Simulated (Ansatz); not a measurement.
# LiZn: properties at the relaxed cell

An exercise on one series of results from a longer session: the logs are not shown, and one member is left open.

Computed with Ansatz 0.2.0 (DFT PBEsol, scalar-relativistic, plane waves, PAW, unless a step's input says otherwise).

## The structure to begin with

The structure is cubic, space group Fd-3m (No. 227). The conventional cell has a = 6.055 Å, b = 6.055 Å, c = 6.055 Å, α = 90.00°, β = 90.00°, γ = 90.00°. Li (site symmetry -43m) has 4 Li at 2.62 Å and 4 Zn at 2.62 Å in its first shell of neighbours. Zn (site symmetry -43m) has 4 Li at 2.62 Å and 4 Zn at 2.62 Å in its first shell of neighbours.

Coordinates:

```xyz
4
Lattice="0.0000 3.0273 3.0273 3.0273 0.0000 3.0273 3.0273 3.0273 0.0000" Properties=species:S:1:pos:R:3 pbc="T T T"
Li    0.0000    0.0000    0.0000
Li    1.5137    1.5137    1.5137
Zn    3.0273    3.0273    3.0273
Zn    4.5410    4.5410    4.5410
```

This cell was relaxed beforehand with the same method: volume 13.87 Å³/atom, gap on the mesh none (metal).

Set-up of the first run:

input.yaml

```yaml
crystal:
  lattice:
    - [0.0, 2.9967348848, 2.9967348848]
    - [2.9967348848, 0.0, 2.9967348848]
    - [2.9967348848, 2.9967348848, 0.0]
  atoms:
    - { symbol: Li, position: [0.0, 0.0, 0.0] }
    - { symbol: Li, position: [0.25, 0.25, 0.25] }
    - { symbol: Zn, position: [0.5, 0.5, 0.5] }
    - { symbol: Zn, position: [0.75, 0.75, 0.75] }
basis:
  ecutwfc: 420
kpoints:
  mp_grid: { grid: [12, 12, 12] }
hamiltonian:
  xc: pbesol
scf:
  occupations: { method: gaussian, width: 0.1 }
output:
  forces: true
  stress: true
  eigenvalues: true
  write_density: true
  write_potential: true
  elf: true
  volumetric_format: npy
```

Command:

```bash
$ ansatz run input.yaml --threads 1 --pin off --max-ram 2560MiB --backend cpu --events-out ev --progress --plain --runs-dir out
```

Among the steps run: Volume × 0.97; Volume × 1.03; Volume × 0.94; Point at V/V0 = 1.06; The cell scaled to 0.91 of its volume; Point at V/V0 = 1.10; The cell scaled to 0.88 of its volume.

One table of the session follows, with a row left open; its other results are not shown here.

It belongs to the step «Equation of state». 

```
volume (Å³/atom)  energy above the lowest point (meV/atom)  pressure (GPa)
          12.207                                      37.6            8.13
          12.624                                         ?               ?
          13.040                                       8.3            3.40
          13.456                                       2.0            1.56
          13.872                                       0.0            0.00
          14.288                                       1.8           -1.33
          14.704                                       6.7           -2.45
          15.259                                      17.4           -3.68
```

Estimate the missing values for volume (Å³/atom) = 12.624.

Worked estimate for «energy above the lowest point (meV/atom)». A straight line through the neighbours (12.207, 37.6) and (13.040, 8.3) gives 37.6 + (8.3 − 37.6) × (12.624 − 12.207) / (13.040 − 12.207) = 22.9; a parabola fitted to 3 rows on both sides gives 20.2.

As computed: energy above the lowest point (meV/atom): 19.9; pressure (GPa): 5.57. In «energy above the lowest point (meV/atom)» the line misses by +3.0 and the parabola by +0.3.
